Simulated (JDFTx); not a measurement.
# SiSnH6 in JDFTx: reference runs

Reference runs on SiSnH6: the cell as given.

All numbers are computed with JDFTx 1.7.0 (patched build); they aren't measurements. Logs are shortened: lines on timing, memory, paths and dates and some standing lists are left out, and cuts for length are marked. The log counts tension as positive stress, the text compression.

## Step 1: The molecule as given

The cell holds a molecule in a box, 8 atoms: a = 14.000 Å, b = 12.000 Å, c = 13.000 Å, α = 90.00°, β = 90.00°, γ = 90.00°.

## Step 2: Single point, PBE

The input, SiSnH6.in:

```
lattice \
   26.4561657448     0.0000000000     0.0000000000 \
    0.0000000000    22.6767134955     0.0000000000 \
    0.0000000000     0.0000000000    24.5664396201
coords-type Lattice
ion Si     0.4491571400     0.5182625000     0.4119923100 1
ion Sn     0.5372714300     0.4973708300     0.5835000000 1
ion H      0.3456928600     0.5377541700     0.4304230800 1
ion H      0.4603642900     0.4154875000     0.3492846200 1
ion H      0.4884642900     0.6141875000     0.3532846200 1
ion H      0.5257500000     0.6153125000     0.6559461500 1
ion H      0.6561642900     0.4739291700     0.5637307700 1
ion H      0.4923500000     0.3881875000     0.6524615400 1

ion-species pseudo/Si.upf
ion-species pseudo/Sn.upf
ion-species pseudo/H.upf
elec-cutoff 36 288
elec-ex-corr gga-PBE
kpoint-folding 1 1 1
elec-smearing Fermi 0.0018374661
elec-n-bands 18
electronic-SCF nIterations 100 energyDiffThreshold 1e-09
electronic-minimize nIterations 30 energyDiffThreshold 1e-7
converge-empty-states yes
forces-output-coords Cartesian

dump-name run.$VAR
dump End Ecomponents EigStats BandEigs Kpoints Forces Stress
```

Potentials or basis: PseudoDojo-SR-PBE-0.5-standard with smoothed tails.

Command:

```bash
jdftx -c 1 -i SiSnH6.in -o SiSnH6.out
```

Output:

```text
*************** JDFTx 1.7.0 (patched build) ***************

Input parsed successfully to the following command list (including defaults):
[... the input with its defaults ...]

---------- Setting up symmetries ----------

Found 8 point-group symmetries of the bravais lattice
Found 1 space-group symmetries with basis
Applied RMS atom displacement 0 bohrs to make symmetries exact.

---------- Initializing the Grid ----------
R =
[      26.4562            0            0  ]
[            0      22.6767            0  ]
[            0            0      24.5664  ]
unit cell volume = 14738.4
G =
[   0.237494          0          0  ]
[          0   0.277077          0  ]
[          0          0   0.255763  ]
Minimum fftbox size, Smin = [  204  176  188  ]
Chosen fftbox size, S = [  210  180  192  ]

---------- Initializing tighter grid for wavefunction operations ----------
R =
[      26.4562            0            0  ]
[            0      22.6767            0  ]
[            0            0      24.5664  ]
unit cell volume = 14738.4
G =
[   0.237494          0          0  ]
[          0   0.277077          0  ]
[          0          0   0.255763  ]
Minimum fftbox size, Smin = [  144  124  136  ]
Chosen fftbox size, S = [  144  126  140  ]

---------- Exchange Correlation functional ----------
Initalized PBE GGA exchange.
Initalized PBE GGA correlation.

---------- Setting up pseudopotentials ----------
Width of ionic core gaussian charges (only for fluid interactions / plotting) set to 0

Reading pseudopotential file 'pseudo/Si.upf':
  'Si' pseudopotential, 'PBE' functional
  Generated using ONCVPSP code by D. R. Hamann
  4 valence electrons, 2 orbitals, 6 projectors, 1001 radial grid points, with lMax = 2
    3S    l: 0   occupation:  2.0   eigenvalue: -0.397365
    3P    l: 1   occupation:  2.0   eigenvalue: -0.149981
  Core radius for overlap checks: 1.86 bohrs.

Reading pseudopotential file 'pseudo/Sn.upf':
  'Sn' pseudopotential, 'PBE' functional
  Generated using ONCVPSP code by D. R. Hamann
  14 valence electrons, 3 orbitals, 6 projectors, 1001 radial grid points, with lMax = 2
    4D    l: 2   occupation: 10.0   eigenvalue: -0.949566
    5S    l: 0   occupation:  2.0   eigenvalue: -0.387678
    5P    l: 1   occupation:  2.0   eigenvalue: -0.135764
  Core radius for overlap checks: 2.33 bohrs.

Reading pseudopotential file 'pseudo/H.upf':
  'H' pseudopotential, 'PBE' functional
  Generated using ONCVPSP code by D. R. Hamann
  1 valence electrons, 1 orbitals, 3 projectors, 1001 radial grid points, with lMax = 1
    1S    l: 0   occupation:  1.0   eigenvalue: -0.238602
  Core radius for overlap checks: 0.96 bohrs.

Initialized 3 species with 8 total atoms.

Folded 1 k-points by 1x1x1 to 1 k-points.

---------- Setting up k-points, bands, fillings ----------
No reducable k-points.
Computing the number of bands and number of electrons
Calculating initial fillings.
nElectrons:  24.000000   nBands: 18   nStates: 1

----- Setting up reduced wavefunction bases (one per k-point) -----
average nbasis = 152037.000 , ideal nbasis = 152053.697

---------- Setting up ewald sum ----------
Optimum gaussian width for ewald sums = 6.916369 bohr.
Real space sum over 729 unit cells with max indices [  4  4  4  ]
Reciprocal space sum over 2925 terms with max indices [  7  6  7  ]

---------- Allocating electronic variables ----------
Initializing wave functions:  linear combination of atomic orbitals
Si pseudo-atom occupations:   s ( 2 )  p ( 2 )
Sn pseudo-atom occupations:   s ( 2 )  p ( 2 )  d ( 10 )
H pseudo-atom occupations:   s ( 1 )
	FillingsUpdate:  mu: -0.167241923  nElectrons: 24.000000
LCAOMinimize: Iter:   0  F: -74.8580831735205123  |grad|_K:  1.500e-02  alpha:  1.000e+00
	FillingsUpdate:  mu: -0.140326397  nElectrons: 24.000000
LCAOMinimize: Iter:   1  F: -74.8839061010380220  |grad|_K:  9.733e-04  alpha:  5.572e-01  linmin: -4.941e-02  cgtest:  1.724e-01
LCAOMinimize: Encountered beta<0, resetting CG.
[... 5 lines of inner loops ...]
LCAOMinimize: Iter:   4  F: -74.8840302664714841  |grad|_K:  5.131e-06  alpha:  7.147e-01  linmin: -1.429e-04  cgtest: -2.479e-03
	FillingsUpdate:  mu: -0.140359706  nElectrons: 24.000000
LCAOMinimize: Iter:   5  F: -74.8840302703154777  |grad|_K:  5.225e-07  alpha:  7.301e-01  linmin:  5.339e-04  cgtest: -4.787e-03
LCAOMinimize: Converged (|Delta F|<1.000000e-06 for 2 iters).

-------- Electronic minimization -----------
Will mix electronic density at each iteration.
	FillingsUpdate:  mu: -0.140359706  nElectrons: 24.000000
	FillingsUpdate:  mu: -0.170923915  nElectrons: 24.000000
SCF: Cycle:  0   F: -75.087638403127499   dF: -2.036e-01   |Residual|: 2.140e-01   |deigs|: 4.723e-02
	FillingsUpdate:  mu: -0.149862314  nElectrons: 24.000000
SCF: Cycle:  1   F: -75.109821561533579   dF: -2.218e-02   |Residual|: 1.371e-01   |deigs|: 2.922e-02
	FillingsUpdate:  mu: -0.100000000  nElectrons: 24.000000
SCF: Cycle:  2   F: -75.132191863503820   dF: -2.237e-02   |Residual|: 4.775e-02   |deigs|: 5.548e-02
	FillingsUpdate:  mu: -0.100000000  nElectrons: 24.000000
SCF: Cycle:  3   F: -75.131906205706386   dF: +2.857e-04   |Residual|: 2.032e-02   |deigs|: 5.766e-03
	FillingsUpdate:  mu: -0.100000000  nElectrons: 24.000000
SCF: Cycle:  4   F: -75.133209274847815   dF: -1.303e-03   |Residual|: 1.269e-02   |deigs|: 1.423e-02
	FillingsUpdate:  mu: -0.100000000  nElectrons: 24.000000
SCF: Cycle:  5   F: -75.133523547309139   dF: -3.143e-04   |Residual|: 7.528e-03   |deigs|: 4.987e-03
	FillingsUpdate:  mu: -0.092194213  nElectrons: 24.000000
SCF: Cycle:  6   F: -75.133492701932795   dF: +3.085e-05   |Residual|: 5.328e-03   |deigs|: 6.514e-03
	FillingsUpdate:  mu: -0.088418133  nElectrons: 24.000000
SCF: Cycle:  7   F: -75.133608574077996   dF: -1.159e-04   |Residual|: 4.038e-03   |deigs|: 4.663e-03
	FillingsUpdate:  mu: -0.088765041  nElectrons: 24.000000
SCF: Cycle:  8   F: -75.133676534159619   dF: -6.796e-05   |Residual|: 2.345e-03   |deigs|: 6.298e-04
	FillingsUpdate:  mu: -0.089037723  nElectrons: 24.000000
SCF: Cycle:  9   F: -75.133724336761063   dF: -4.780e-05   |Residual|: 1.678e-03   |deigs|: 1.666e-03
	FillingsUpdate:  mu: -0.088806178  nElectrons: 24.000000
SCF: Cycle: 10   F: -75.133730498921182   dF: -6.162e-06   |Residual|: 1.424e-03   |deigs|: 6.273e-04
	FillingsUpdate:  mu: -0.090085634  nElectrons: 24.000000
SCF: Cycle: 11   F: -75.133733757559810   dF: -3.259e-06   |Residual|: 1.054e-03   |deigs|: 9.412e-04
	FillingsUpdate:  mu: -0.090021856  nElectrons: 24.000000
SCF: Cycle: 12   F: -75.133734556440871   dF: -7.989e-07   |Residual|: 7.037e-04   |deigs|: 4.650e-04
	FillingsUpdate:  mu: -0.089782760  nElectrons: 24.000000
SCF: Cycle: 13   F: -75.133734649599731   dF: -9.316e-08   |Residual|: 4.501e-04   |deigs|: 6.610e-04
	FillingsUpdate:  mu: -0.089512543  nElectrons: 24.000000
SCF: Cycle: 14   F: -75.133734766597200   dF: -1.170e-07   |Residual|: 2.746e-04   |deigs|: 3.038e-04
	FillingsUpdate:  mu: -0.089459823  nElectrons: 24.000000
SCF: Cycle: 15   F: -75.133734815292769   dF: -4.870e-08   |Residual|: 2.028e-04   |deigs|: 9.362e-05
	FillingsUpdate:  mu: -0.089425980  nElectrons: 24.000000
SCF: Cycle: 16   F: -75.133734928051098   dF: -1.128e-07   |Residual|: 1.479e-04   |deigs|: 6.977e-05
	FillingsUpdate:  mu: -0.089369341  nElectrons: 24.000000
SCF: Cycle: 17   F: -75.133735036013690   dF: -1.080e-07   |Residual|: 8.683e-05   |deigs|: 2.695e-04
	FillingsUpdate:  mu: -0.089330316  nElectrons: 24.000000
SCF: Cycle: 18   F: -75.133735061461380   dF: -2.545e-08   |Residual|: 6.148e-05   |deigs|: 1.321e-04
	FillingsUpdate:  mu: -0.089314431  nElectrons: 24.000000
SCF: Cycle: 19   F: -75.133735083524414   dF: -2.206e-08   |Residual|: 4.610e-05   |deigs|: 3.914e-05
	FillingsUpdate:  mu: -0.089440569  nElectrons: 24.000000
SCF: Cycle: 20   F: -75.133735110318071   dF: -2.679e-08   |Residual|: 3.241e-05   |deigs|: 1.172e-04
	FillingsUpdate:  mu: -0.089517229  nElectrons: 24.000000
SCF: Cycle: 21   F: -75.133735119093856   dF: -8.776e-09   |Residual|: 2.657e-05   |deigs|: 8.525e-05
	FillingsUpdate:  mu: -0.089511580  nElectrons: 24.000000
SCF: Cycle: 22   F: -75.133735120882463   dF: -1.789e-09   |Residual|: 2.177e-05   |deigs|: 1.013e-04
	FillingsUpdate:  mu: -0.089455243  nElectrons: 24.000000
SCF: Cycle: 23   F: -75.133735125669318   dF: -4.787e-09   |Residual|: 1.558e-05   |deigs|: 1.421e-04
	FillingsUpdate:  mu: -0.089434468  nElectrons: 24.000000
SCF: Cycle: 24   F: -75.133735127025588   dF: -1.356e-09   |Residual|: 1.078e-05   |deigs|: 3.905e-05
	FillingsUpdate:  mu: -0.089404931  nElectrons: 24.000000
SCF: Cycle: 25   F: -75.133735128402037   dF: -1.376e-09   |Residual|: 6.011e-06   |deigs|: 4.188e-05
	FillingsUpdate:  mu: -0.089410667  nElectrons: 24.000000
SCF: Cycle: 26   F: -75.133735129176387   dF: -7.743e-10   |Residual|: 4.077e-06   |deigs|: 2.074e-05
	FillingsUpdate:  mu: -0.089422475  nElectrons: 24.000000
SCF: Cycle: 27   F: -75.133735129815790   dF: -6.394e-10   |Residual|: 2.619e-06   |deigs|: 3.538e-05
SCF: Converged (|Delta E|<1.000000e-09 for 2 iters).

Setting wave functions to eigenvectors of Hamiltonian
Converging empty states (this may take a while):
EmptyStates: None of the convergence criteria satisfied.
|deigs|: 8.521e-05

# Stress tensor in Cartesian coordinates [Eh/a0^3]:
[ -1.71747e-06 -1.17208e-08  1.02213e-07  ]
[ -1.17208e-08 -1.76696e-06 -2.13692e-08  ]
[  1.02213e-07 -2.13692e-08 -1.58213e-06  ]

# Ionic positions in lattice coordinates:
ion Si   0.449157140000000   0.518262500000000   0.411992310000000 1
ion Sn   0.537271430000000   0.497370830000000   0.583500000000000 1
ion H   0.345692860000000   0.537754170000000   0.430423080000000 1
ion H   0.460364290000000   0.415487500000000   0.349284620000000 1
ion H   0.488464290000000   0.614187500000000   0.353284620000000 1
ion H   0.525750000000000   0.615312500000000   0.655946150000000 1
ion H   0.656164290000000   0.473929170000000   0.563730770000000 1
ion H   0.492350000000000   0.388187500000000   0.652461540000000 1

# Forces in Cartesian coordinates:
force Si   0.000011587768236   0.000009076739743   0.000024052096794 1
force Sn  -0.000863534786787   0.000187114415007  -0.001512418708206 1
force H  -0.002440465830435   0.000397661643642   0.000212003690577 1
force H   0.000160672108994  -0.001982912179378  -0.001487961835700 1
force H   0.000797767156190   0.001870760005009  -0.001409757562920 1
force H  -0.000345355288107   0.003483609920435   0.002425053066306 1
force H   0.004184335856813  -0.000706587364290  -0.000553051675988 1
force H  -0.001509088671441  -0.003260196356330   0.002301384841141 1

# Energy components:
   Eewald =        7.1218352995886374
       EH =       70.8132227159800181
     Eloc =     -168.2390279516784233
      Enl =      -22.2580122638399516
      Exc =      -25.6083440482864866
 Exc_core =       11.3571382341866371
       KE =       51.6794528842337684
-------------------------------------
     Etot =      -75.1337351298157898
       TS =        0.0000000000000001
-------------------------------------
        F =      -75.1337351298157898

IonicMinimize: Iter:   0  F: -75.133735129815790  |grad|_K:  1.782e-03
IonicMinimize: None of the convergence criteria satisfied after 0 iterations.

#--- Lowdin population analysis ---
# oxidation-state Si +0.335
# oxidation-state Sn +0.510
# oxidation-state H -0.068 -0.068 -0.068 -0.109 -0.109 -0.109

Dumping 'run.eigStats' ...
	eMin: -0.931206 at state 0 ( [ +0.000000 +0.000000 +0.000000 ] spin 0 )
	HOMO: -0.243605 at state 0 ( [ +0.000000 +0.000000 +0.000000 ] spin 0 )
	mu  : -0.089424
	LUMO: -0.025799 at state 0 ( [ +0.000000 +0.000000 +0.000000 ] spin 0 )
	eMax: +0.013915 at state 0 ( [ +0.000000 +0.000000 +0.000000 ] spin 0 )
	HOMO-LUMO gap: +0.217806
	Optical gap  : +0.217806 at state 0 ( [ +0.000000 +0.000000 +0.000000 ] spin 0 )
WARNING: the last solve of the electrons (or of bands or displaced states from it) ended unconverged.
Done!
[note: mu as printed may lie anywhere between the filled and the empty levels]
```

Run time: 8.8 min. Hardware: 1 thread of Arm Neoverse V2, shared host; peak memory 2.3 GiB.

Results:

```
Free energy                     : -2044.4931 eV
Largest force                   : 0.220 eV/Å
Gap between the frontier levels : 5.93 eV
Loewdin charges                 : Si +0.34; Sn +0.51; H -0.07, -0.11 e
```

Forces on the atoms (eV/Å):
```
Si   0.001  0.000  0.001
Sn  -0.044  0.010 -0.078
H   -0.125  0.020  0.011
H    0.008 -0.102 -0.077
H    0.041  0.096 -0.072
H   -0.018  0.179  0.125
H    0.215 -0.036 -0.028
H   -0.078 -0.168  0.118
```

Levels at points of the mesh, in eV from the valence-band top:
```tsv
k point	band 8	band 9	band 10	band 11	band 12	band 13	band 14	band 15	band 16	band 17
(0.00, 0.00, 0.00)	-1.75	-1.75	-0.86	-0.86	0.00	5.93	6.16	6.27	6.27	6.94
```

Caveat: the empty levels aren't tightly converged; spin-orbit coupling is left out, which moves the levels of the heavy elements. Expect the measured gap to be larger: semilocal functionals such as PBE lack the derivative discontinuity.
